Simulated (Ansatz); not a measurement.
# AgB2 (P6/mmm) in Ansatz: notebook

The runs below take AgB2 through single point, with HSE06 form with a typed share of exact exchange.

Program: Ansatz 0.2.0. These are calculated values, not measurements. Logs are shortened: lines on timing, memory, paths and dates and some standing lists are left out, and cuts for length are marked.

## 1. The structure

The structure is hexagonal, space group P6/mmm (No. 191). The conventional cell has a = 3.000 Å, b = 3.000 Å, c = 3.240 Å, α = 90.00°, β = 90.00°, γ = 120.00°. Around Ag (site symmetry 6/mmm) lie 12 B at 2.37 Å. Around B (site symmetry -6m2) lie 3 B at 1.73 Å.

## 2. Single point, HSE06 form with a typed share of exact exchange

input reads:

```
crystal:
  lattice:
    - [3.0, 0.0, 0.0]
    - [-1.5, 2.5980762114, 0.0]
    - [0.0, 0.0, 3.24]
  atoms:
    - { symbol: Ag, position: [0.0, 0.0, 0.0] }
    - { symbol: B, position: [0.6666666667, 0.3333333333, 0.5] }
    - { symbol: B, position: [0.3333333333, 0.6666666667, 0.5] }
hamiltonian:
  xc: { exchange: pbe, correlation: pbe, exx: { coeff: 0.25, omega: 0.1 } }
  pseudopotentials: { kind: paw }
kpoints:
  mp_grid: { grid: [5, 5, 4] }
scf:
  occupations: { method: fermi_dirac, width: 0.05 }
output:
  forces: true
  stress: true
  eigenvalues: true
```

Potentials or basis: Ansatz PAW.

Log:

```text
Warning: output.stress: scf.convergence.dr2_threshold = 1e-7 eV (the SCF's general default) is looser than the 3e-10 eV advised for a printed stress (1e-10 eV for each atom of the cell: 3). What an SCF threshold leaves in a stress goes as its square root, and in the free energy as the threshold itself, and one threshold admits the most on a small cell: of the crystals measured, under no hybrid functional and no lock of the moments, on runs that ended without the residual-converged pass, on stresses that held no estimate of that error, the worst erred by over 100 MPa in a component at 1e-7 eV an atom and by under 5 at 1e-10. Set scf.convergence.dr2_threshold to 3e-10 eV or tighter. The threshold is an SCF's pass mark: one that does not reach it within its budget of iterations ends unconverged, or closes short of it on a stop that the run arms, and scf.convergence.dr2_threshold's page says what that costs each kind of run
Warning: output.stress: scf.exx.energy_threshold = 1e-6 eV is looser than the 3e-8 eV advised for a stress under a hybrid functional (1e-8 eV for each atom of the cell: 3). Every SCF of the exchange loop can meet its threshold on dr2 while the loop round them stops early: no threshold on dr2 bounds what that leaves in the stress. Set scf.exx.energy_threshold to 3e-8 eV or tighter. The threshold is the loop's pass mark: a loop that does not reach it within its budget of cycles ends unconverged, and scf.exx.energy_threshold's page has the law
exact exchange: scf.exx.singularity resolves to wigner_seitz, which cuts the screened interaction at the faces of the exchange supercell's Wigner-Seitz cell, so that each pair interacts once, at the shortest of its separations (the periodic images that this leaves out come, for a point-like exchange hole, to about 0.097 eV on a filled level). The cut falls within the interaction's reach, and what an exchange supercell this small leaves in the energy, the band gaps and, where it is computed, the pressure is not bounded here. The exchange supercell (the smallest cell that an SCF of this deck is solved on times the 5×5×4 mesh of the exchange sum) has its nearest image at L = 12.96 Å, 1.30 times the interaction's range 1/ω = 10.00 Å. A denser mesh of the exchange sum (kpoints.mp_grid; where a k-mesh is refused, the cell repeated along its short axes), shrinks what is left. The k-mesh (kpoints.mp_grid) can leave an error of its own, as it does under a semilocal functional: two runs of this structure under PBE, one on that k-mesh and one on a denser one or on the cell repeated (per cell), show about how large it is in the energy; in a metal the hybrid's can be larger than they show. Converge the k-mesh under the hybrid itself. See scf.exx.q_mesh
GPUs: using 1 of 1 available (devices: 1).
Engine: ansatz 0.2.0, x86_64-unknown-linux-gnu
Pseudopotentials: kind: paw
Pseudopotential: Ag, paw, valence charge 19, recommended cutoff 420 eV (normal), Ag.paw.azcp
Pseudopotential: B, paw, valence charge 3, recommended cutoff 420 eV (normal), B.paw.azcp
Functional definition: unnamed
  parameter a_1 = 0.25
  parameter omega_1 = 0.1/angstrom
  exchange = pbe_x + (-a_1)*pbe_x_sr(omega_1) + a_1*exact_x_sr(omega_1)
  correlation = pbe_c
device memory: the entry about to start is reckoned to put 0.4 GiB on a device that reports 52.3 GiB free (of which the cap on the GPU budget leaves the run 18.0 GiB)
GPU FFT provider: cuFFT
GPU libraries: cuBLAS 13.8.2, cuFFT 12.4.0, cuSOLVER 12.3.4
Crystal: 3 atoms, lattice volume = 25.253 Å³
Basis set: ecut = 420 eV, 491 PW (Γ), exchange–correlation on 48×48×48 points (8 copies of the dense FFT grid, shifted against one another)
Bands: 17, of which v1, the nominal top of the filled ones, is band 13 counted from 1 (12 counted from 0)
Symmetry: 24 space group operations
Space group: P6/mmm (ITA 191), of the structure as read, at distance tolerance 2.9e-5 Å
k-points: 15 of 100
Non-local potential: Ag, projectors of the file, l = 0: 3, l = 1: 2, l = 2: 2, l = 3: 1
Non-local potential: B, projectors of the file, l = 0: 2, l = 1: 2, l = 2: 1
PAW form: soft (Blöchl's): semilocal exchange-correlation on the pseudo side does not see the compensation charge
PAW frozen core: Ag, regenerated for the run's functional, and the local potential with it (the file was generated under x = pbe(κ = 0.804, μ = 0.2195149727645171), c = pbe(β = 0.06672455060314922))
PAW frozen core: B, regenerated for the run's functional, and the local potential with it (the file was generated under x = pbe(κ = 0.804, μ = 0.2195149727645171), c = pbe(β = 0.06672455060314922))
PAW one-centre angular grid: Ag, 590 points (default); XC on 96 Gauss nodes
[... 133 lines left out ...]
  Residual-converged pass: ⟨swp⟩=2.5  Hψ=453  notcnv=0  max |occ|·‖R‖ = 6.9e-7 eV (tolerance 7.0e-7 eV)  dr2=1.93e-10  dr2_onsite=9.44e-12  max |Δocc| = 6.6e-14
hybrid outer 2: dexx = +2.399e-6 eV, tail = 1.08e-8 eV, Δε = 4.11e-3 eV (about 5.86e-4 eV left of the loop's levels)
exact exchange: an outer loop of this run ended on a state whose frontier levels can be filled otherwise, and a further loop was made from that state with electrons moved between them. It converged no lower than the two loops' stops tell apart, in 31 SCF iterations, so its state is not used
hybrid SCF converged: 2 outer / 9 inner (+6 warm-up), last move |dexx| = 1.74e-6 eV, tail = 3.11e-8 eV
Stability not checked: this state was not tested for a lower state beside it, because the functional holds exact exchange (a hybrid, or Hartree-Fock), whose exchange loop this test does not read (fock_operator; see scf.lower_state_search)
Free energy (F): -7902.961946 eV
Frozen-core exchange: fock
Harris-Foulkes:  -7902.961946 eV  (|F-HF|=8.22e-9)
Internal energy: -7902.953967 eV  (E = F + TS)
E sigma→0 (E₀):  -7902.957957 eV
Entropy (-TS):   -0.007979 eV (-2.660 meV/atom)
Fermi energy:    18.014339 eV
--- Per-component energies (eV) ---
  E_band       = -221.888027
  E_kinetic    = 634.144630
  E_local      = -2350.496478  (includes V_loc(G=0)·N_el)
  E_nonlocal   = 105.592620
  E_hartree    = 1094.057491
  E_xc         = -199.416360
  E_vxc        = -248.080182  (∫ρ·V_xc dr)
  E_exx        = -96.228424  (= α·E_x^exact, valence–valence)
  E_paw        = -4020.403038  (= ΣΔE_a)
  E_vpaw       = -358.713296  (= ΣTr[D̂ρ^β])
  E_aug_tail   = 0.000327  (compensation charges beyond the density's cutoff)
  E_ewald      = -3069.599408
  E_core_change = -0.605327  (= ΣΔE_core)
  E_smearing   = -0.007979  (= −TS)
  E_closure    = -0.000000  (closes the sum)
  Σ components = -7902.961946   (vs F -7902.961946, Δ=-9.09e-13)
--- Forces (eV/Å), atoms counted from 1 ---
  atom   1  Ag    -0.00000000     0.00000000     0.00000000
  atom   2  B      0.00000000     0.00000000     0.00000000
  atom   3  B      0.00000000    -0.00000000     0.00000000
  max |Σ_I F_I| component: 1.85e-17 eV/Å
--- Stress (GPa, compression-positive) ---
       38.534059      -0.000000       0.000000
       -0.000000      38.534059       0.000000
        0.000000       0.000000      77.891517
  P = ⅓ Tr σ = 51.6532 GPa (516.532 kbar)
--- Band table (eV; the first three rows and the last of 15) ---
  k-point 0: bands = ["-79.8770", "-42.0344", "-42.0344", "-42.0169", "1.8983", "9.7058", "10.3029", "10.3029", "11.9589", "11.9589", "14.5157", "19.3087", "19.3087", "24.7590", "24.7590", "24.9647", "26.5544"]
  k-point 1: bands = ["-79.8763", "-42.0326", "-42.0326", "-42.0303", "2.7518", "9.0648", "10.5941", "10.5941", "11.5575", "11.5575", "12.8513", "18.5797", "18.5797", "26.3939", "26.3939", "26.3970", "28.6698"]
  k-point 2: bands = ["-79.8757", "-42.0445", "-42.0313", "-42.0313", "4.1901", "7.3300", "10.9353", "10.9353", "11.2032", "11.2032", "12.2449", "17.7488", "17.7488", "26.2498", "28.5571", "28.5571", "29.9382"]
  k-point 14: bands = ["-79.8676", "-42.1158", "-42.0770", "-42.0292", "6.0464", "7.7125", "9.6432", "10.6564", "11.0284", "12.3675", "15.7586", "16.1164", "16.7435", "19.6033", "24.0500", "27.7341", "33.0002"]
```

It took 40 s on 1 × NVIDIA H100 80GB HBM3 with 2 threads of AMD EPYC 7R13 (Zen 3), shared host; peak memory 1.6 GiB.

Results:

```
Free energy            : -7902.9619 eV
Pressure               : 51.7 GPa
Band gap on the k mesh : none (metal or under the smearing width)
```

Stress tensor (GPa, compression positive):
```
38.53  0.00  0.00
 0.00 38.53  0.00
 0.00  0.00 77.89
```

Caveat: the k mesh is coarse (spacing up to 0.48 Å⁻¹), so the values aren't converged, least of all with exact exchange; a pressure of tens of GPa on the cell as given is suspect, and the run, the potentials or the cell itself is likely at fault; the PAW data sets come from PBE, with cores solved anew for the run's functional, which leaves a small shift of forces and pressure; the thresholds are loose for stress.

## 3. Single point, HSE06 form with a typed share of exact exchange

Changes to input since step 2:

```diff
@@ -10,3 +10,6 @@
 hamiltonian:
-  xc: { exchange: pbe, correlation: pbe, exx: { coeff: 0.25, omega: 0.1 } }
+  xc:
+    exchange: pbe
+    correlation: pbe
+    exx: { coeff: 0.25, omega: 0.15 }
   pseudopotentials: { kind: paw }
```

Potentials or basis: Ansatz PAW.

Log:

```text
Warning: output.stress: scf.convergence.dr2_threshold = 1e-7 eV (the SCF's general default) is looser than the 3e-10 eV advised for a printed stress (1e-10 eV for each atom of the cell: 3). What an SCF threshold leaves in a stress goes as its square root, and in the free energy as the threshold itself, and one threshold admits the most on a small cell: of the crystals measured, under no hybrid functional and no lock of the moments, on runs that ended without the residual-converged pass, on stresses that held no estimate of that error, the worst erred by over 100 MPa in a component at 1e-7 eV an atom and by under 5 at 1e-10. Set scf.convergence.dr2_threshold to 3e-10 eV or tighter. The threshold is an SCF's pass mark: one that does not reach it within its budget of iterations ends unconverged, or closes short of it on a stop that the run arms, and scf.convergence.dr2_threshold's page says what that costs each kind of run
Warning: output.stress: scf.exx.energy_threshold = 1e-6 eV is looser than the 3e-8 eV advised for a stress under a hybrid functional (1e-8 eV for each atom of the cell: 3). Every SCF of the exchange loop can meet its threshold on dr2 while the loop round them stops early: no threshold on dr2 bounds what that leaves in the stress. Set scf.exx.energy_threshold to 3e-8 eV or tighter. The threshold is the loop's pass mark: a loop that does not reach it within its budget of cycles ends unconverged, and scf.exx.energy_threshold's page has the law
exact exchange: scf.exx.singularity resolves to wigner_seitz, which cuts the screened interaction at the faces of the exchange supercell's Wigner-Seitz cell, so that each pair interacts once, at the shortest of its separations (the periodic images that this leaves out come, for a point-like exchange hole, to about 0.005 eV on a filled level). The cut falls within the interaction's reach, and what an exchange supercell this small leaves in the energy, the band gaps and, where it is computed, the pressure is not bounded here. The exchange supercell (the smallest cell that an SCF of this deck is solved on times the 5×5×4 mesh of the exchange sum) has its nearest image at L = 12.96 Å, 1.94 times the interaction's range 1/ω = 6.67 Å. A denser mesh of the exchange sum (kpoints.mp_grid; where a k-mesh is refused, the cell repeated along its short axes), shrinks what is left. The k-mesh (kpoints.mp_grid) can leave an error of its own, as it does under a semilocal functional: two runs of this structure under PBE, one on that k-mesh and one on a denser one or on the cell repeated (per cell), show about how large it is in the energy; in a metal the hybrid's can be larger than they show. Converge the k-mesh under the hybrid itself. See scf.exx.q_mesh
GPUs: using 1 of 1 available (devices: 1).
[... 6 set-up lines as earlier in the session ...]
  parameter omega_1 = 0.15/angstrom
[... 2 set-up lines as earlier in the session ...]
device memory: the entry about to start is reckoned to put 0.4 GiB on a device that reports 37.5 GiB free (of which the cap on the GPU budget leaves the run 18.0 GiB)
GPU FFT provider: cuFFT
GPU libraries: cuBLAS 13.8.2, cuFFT 12.4.0, cuSOLVER 12.3.4
Crystal: 3 atoms, lattice volume = 25.253 Å³
Basis set: ecut = 420 eV, 491 PW (Γ), exchange–correlation on 48×48×48 points (8 copies of the dense FFT grid, shifted against one another)
Bands: 17, of which v1, the nominal top of the filled ones, is band 13 counted from 1 (12 counted from 0)
[... 2 set-up lines as earlier in the session ...]
k-points: 15 of 100
[... 60 lines left out ...]
Free energy (F): -7902.945180 eV
Frozen-core exchange: fock
Harris-Foulkes:  -7902.945180 eV  (|F-HF|=8.79e-10)
Internal energy: -7902.934169 eV  (E = F + TS)
E sigma→0 (E₀):  -7902.939675 eV
Entropy (-TS):   -0.011012 eV (-3.671 meV/atom)
Fermi energy:    18.044582 eV
--- Per-component energies (eV) ---
  E_band       = -219.656872
  E_kinetic    = 634.255932
  E_local      = -2350.267784  (includes V_loc(G=0)·N_el)
  E_nonlocal   = 105.504160
  E_hartree    = 1093.806130
  E_xc         = -201.227917
  E_vxc        = -249.840827  (∫ρ·V_xc dr)
  E_exx        = -93.760095  (= α·E_x^exact, valence–valence)
  E_paw        = -4021.040781  (= ΣΔE_a)
  E_vpaw       = -359.402758  (= ΣTr[D̂ρ^β])
  E_aug_tail   = 0.000327  (compensation charges beyond the density's cutoff)
  E_ewald      = -3069.599408
  E_core_change = -0.604735  (= ΣΔE_core)
  E_smearing   = -0.011012  (= −TS)
  E_closure    = -0.000000  (closes the sum)
  Σ components = -7902.945180   (vs F -7902.945180, Δ=0.00e0)
--- Forces (eV/Å), atoms counted from 1 ---
  atom   1  Ag     0.00000000     0.00000000     0.00000000
  atom   2  B      0.00000000     0.00000000     0.00000000
  atom   3  B     -0.00000000    -0.00000000     0.00000000
  max |Σ_I F_I| component: 1.85e-17 eV/Å
--- Stress (GPa, compression-positive) ---
       38.751200      -0.000000       0.000000
       -0.000000      38.751200       0.000000
        0.000000       0.000000      76.976034
  P = ⅓ Tr σ = 51.4928 GPa (514.928 kbar)
--- Band table (eV; the first three rows and the last of 15) ---
  k-point 0: bands = ["-79.7969", "-41.9539", "-41.9539", "-41.9352", "2.0184", "9.7933", "10.3868", "10.3868", "12.0426", "12.0426", "14.6376", "19.2710", "19.2710", "24.6971", "24.6971", "24.8782", "26.4737"]
  k-point 1: bands = ["-79.7962", "-41.9521", "-41.9521", "-41.9488", "2.8730", "9.1619", "10.6766", "10.6766", "11.6406", "11.6406", "12.9523", "18.5527", "18.5527", "26.3152", "26.3239", "26.3239", "28.5825"]
  k-point 2: bands = ["-79.7957", "-41.9630", "-41.9507", "-41.9507", "4.3144", "7.4364", "11.0147", "11.0147", "11.2843", "11.2843", "12.3337", "17.7872", "17.7872", "26.1665", "28.4767", "28.4767", "29.8640"]
  k-point 14: bands = ["-79.7875", "-42.0355", "-41.9964", "-41.9478", "6.1563", "7.8196", "9.7315", "10.7700", "11.1155", "12.4486", "15.8249", "16.2061", "16.8188", "19.5351", "23.9607", "27.6557", "32.9220"]
```

Wall time 37 s (1 × NVIDIA H100 80GB HBM3 with 2 threads of AMD EPYC 7R13 (Zen 3), shared host); peak memory 1.5 GiB.

Results:

```yaml
Free_energy: -7902.9452 eV
Pressure: 51.5 GPa
Band_gap_on_the_k_mesh: none (metal or under the smearing width)
```

Stress tensor (GPa, compression positive):
```
38.75  0.00  0.00
 0.00 38.75  0.00
 0.00  0.00 76.98
```

Caveat: the k mesh is coarse (spacing up to 0.48 Å⁻¹), so the values aren't converged, least of all with exact exchange; a pressure of tens of GPa on the cell as given is suspect, and the run, the potentials or the cell itself is likely at fault; the PAW data sets come from PBE, with cores solved anew for the run's functional, which leaves a small shift of forces and pressure; the thresholds are loose for stress.

## 4. Single point, HSE06 form with a typed share of exact exchange

Changes to input since step 3:

```diff
@@ -10,6 +10,3 @@
 hamiltonian:
-  xc:
-    exchange: pbe
-    correlation: pbe
-    exx: { coeff: 0.25, omega: 0.15 }
+  xc: { exchange: pbe, correlation: pbe, exx: { coeff: 0.25, omega: 0.2 } }
   pseudopotentials: { kind: paw }
```

Run time: 37 s. Hardware: 1 × NVIDIA H100 80GB HBM3 with 2 threads of AMD EPYC 7R13 (Zen 3), shared host; peak memory 1.5 GiB.

Results (log left out):

- Free energy: -7902.9256 eV
- Pressure: 51.6 GPa
- Band gap on the k mesh: none (metal or under the smearing width)

Stress tensor (GPa, compression positive):
```
38.87  0.00  0.00
 0.00 38.87  0.00
 0.00  0.00 77.05
```

Levels at points of the mesh, in eV from the Fermi level:
```tsv
k point	band 8	band 9	band 10	band 11	band 12	band 13	band 14	band 15	band 16	band 17
(0.00, 0.00, 0.00)	-7.58	-5.93	-5.93	-3.33	1.19	1.19	6.57	6.57	6.73	8.33
(0.00, 0.00, -0.50)	-6.96	-6.69	-6.69	-5.64	-0.24	-0.24	8.02	10.33	10.33	11.71
```

Caveat: the k mesh is coarse (spacing up to 0.48 Å⁻¹), so the values aren't converged, least of all with exact exchange; a pressure of tens of GPa on the cell as given is suspect, and the run, the potentials or the cell itself is likely at fault; the PAW data sets come from PBE, with cores solved anew for the run's functional, which leaves a small shift of forces and pressure; the thresholds are loose for stress.

(Part 1 of 2 ends here.)
